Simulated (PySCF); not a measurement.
# CoF₅: relaxation and vibrations of the singlet

Where does singlet CoF₅ go from a PBE0 minimum start, is the end point a minimum, and what are its modes, charges and moments?

Method: PBE0, basis Co def2-SVP, F def2-SVP, no relativity, density fitting; program: PySCF 2.14.0.

## (1) Starting geometry

6 atoms, charge 0, spin multiplicity 1.

Bond lengths: Co1–F2 1.775 Å, Co1–F3 1.729 Å, Co1–F4 1.658 Å, Co1–F5 1.658 Å, Co1–F6 1.658 Å. Angles: F2–Co1–F3 180.0°, F2–Co1–F4 85.3°, F2–Co1–F5 85.3°, F2–Co1–F6 85.3°, F3–Co1–F4 94.7°, F3–Co1–F5 94.7°, F3–Co1–F6 94.7°, F4–Co1–F5 119.3°, F4–Co1–F6 119.3°, F5–Co1–F6 119.3°.

Coordinates in bohr (charge 0 multiplicity 1):
```
Co    0.0000    0.0000   -0.1091
F     0.0000    0.0000    3.2445
F     0.0000    0.0000   -3.3758
F     3.1223    0.0000    0.1487
F    -1.5612    2.7040    0.1487
F    -1.5611   -2.7040    0.1487
```

## (2) First SCF at the start

One driver script runs all steps and calls PySCF; scf.py shows how it sets up the SCF of each step. The optimiser is the driver's own. After this first run the driver tries any further starts and a stability analysis.

The input, scf.py:

```python
from pyscf import gto, scf, dft
mol = gto.M(atom='''
Co     0.000000     0.000000    -0.057735
F     -0.000000    -0.000000     1.716892
F      0.000000     0.000000    -1.786373
F      1.652259     0.000021     0.078686
F     -0.826148     1.430888     0.078686
F     -0.826111    -1.430909     0.078686''',
    basis={'Co': 'def2-SVP', 'F': 'def2-SVP'},
    charge=0, spin=0)
mf = dft.RKS(mol, xc='PBE0')
mf.grids.atom_grid = (50, 194)
aux = {'Co': 'def2-universal-JKFIT', 'F': 'def2-universal-JKFIT'}
mf = mf.density_fit(auxbasis=aux)
mf.conv_tol = 1e-08
mf.diis_space = 10
mf.max_cycle = 60
mf.init_guess = 'minao'
mf.verbose = 4
mf.kernel()
```

Started as:

```console
$ OMP_NUM_THREADS=2 python axn.py task.json out
```

Further steps of the session: Relaxation: PBE0 minimum start, singlet; Vibrations and properties at this point.

**Question.** What will these runs give? Wanted: minimum; geometry; wavenumbers; dipole moment; highest occupied, lowest empty level; polar-tensor charge of Co1; zero-point energy; atomisation energy.

**Answer**, as computed:

| quantity | value |
| --- | --- |
| minimum | singlet, C3v |
| geometry | Co–F 1.658 Å (×3), Co–F 1.729 Å, Co–F 1.775 Å; F–Co–F 85.3° (×3), F–Co–F 94.7° (×3), F–Co–F 119.3° (×3), F–Co–F 180.0° |
| wavenumbers (cm⁻¹) | 150 (e), 235 (e), 269 (a1), 336 (e), 568 (a1), 659 (a1), 698 (a1), 789 (e) |
| dipole moment | 0.76 D |
| highest occupied, lowest empty level | -10.91, -8.43 eV |
| polar-tensor charge of Co1 | +1.59 e |
| zero-point energy | 31.2 kJ/mol |
| entropy at 298.15 K | 337.4 J/(mol K) |
| atomisation energy (no zero-point energy) | 1227 kJ/mol |

**Reading.** The PBE0 minimum start keeps its C3v symmetry and ends in a minimum. In the infrared the band at 698 cm⁻¹ (a1, stretch) leads. Other starts or spin states, not run here, may lie lower. Whether spin polarisation would lower the closed shell was not checked.
